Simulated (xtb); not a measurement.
**GFN2-xTB run of doublet CH2ClNOSi+**

Wanted: vibrations with a bias potential of doublet CH2ClNOSi+. 

Program for the calculation: xtb 6.7.1.

5 further runs of the same task are left out: 2 that didn't finish, 3 set aside as unsound or not needed.

### 1 Starting point

CH2ClNOSi+: 7 atoms, total charge +1, spin state doublet. SMILES of the parent species: `O=C=N[SiH2]Cl`. The shape was relaxed beforehand at GFN2-xTB. This is one conformer, not always the lowest.

Bond lengths: O1–C2 1.154 Å, C2–N3 1.188 Å, N3–Si4 1.719 Å, Si4–Cl5 2.005 Å, Si4–H6 1.455 Å, Si4–H7 1.454 Å. Angles: O1–C2–N3 176.0°, C2–N3–Si4 158.0°, N3–Si4–Cl5 109.4°, N3–Si4–H6 106.7°, N3–Si4–H7 104.2°, Cl5–Si4–H6 110.1°, Cl5–Si4–H7 110.6°, H6–Si4–H7 115.4°.

### 2 Vibrations with a bias potential at GFN2-xTB

detailed.inp reads:

```
$chrg 1
$spin 1
$end
```

coord reads:

```
$coord
      0.185712834898     -1.554617211494     -5.406013224036  o
     -0.035625116901     -1.177645195523     -3.270344913468  c
     -0.349406580991     -0.921693130299     -1.061496958725  n
     -0.184246407425      0.485001989337      1.861002287531  si
      2.978287740907      2.560813224907      2.083903042836  cl
     -2.396044224649      2.103100770536      2.087765643034  h
     -0.083027007012     -1.623459934214      3.618823638932  h
$end
```

Command:

```console
$ xtb --dipole -I detailed.inp --bhess lax --gfn 2 -- coord > xtb.out 2> xtb.err
```

What values should one expect? Wanted: total energy; HOMO energy; LUMO energy; dispersion energy; mean polarisability; lowest harmonic wavenumber; highest harmonic wavenumber; zero-point energy.

Computed results:

Level: GFN2-xTB.

| quantity | value |
| --- | --- |
| total energy | -15.98828 Eh |
| HOMO energy (partly filled) | -17.21 eV |
| LUMO energy | -11.69 eV |
| dispersion energy | -10.11 kJ/mol |
| mean polarisability (D4 model) | 59.0 bohr³ |
| lowest harmonic wavenumber | 96 cm⁻¹ |
| highest harmonic wavenumber | 2431 cm⁻¹ |
| zero-point energy | 75.0 kJ/mol |

In words: All 15 modes are real. The vibrations are taken at a shape not relaxed at this level, so they aren't the harmonic values of a minimum.
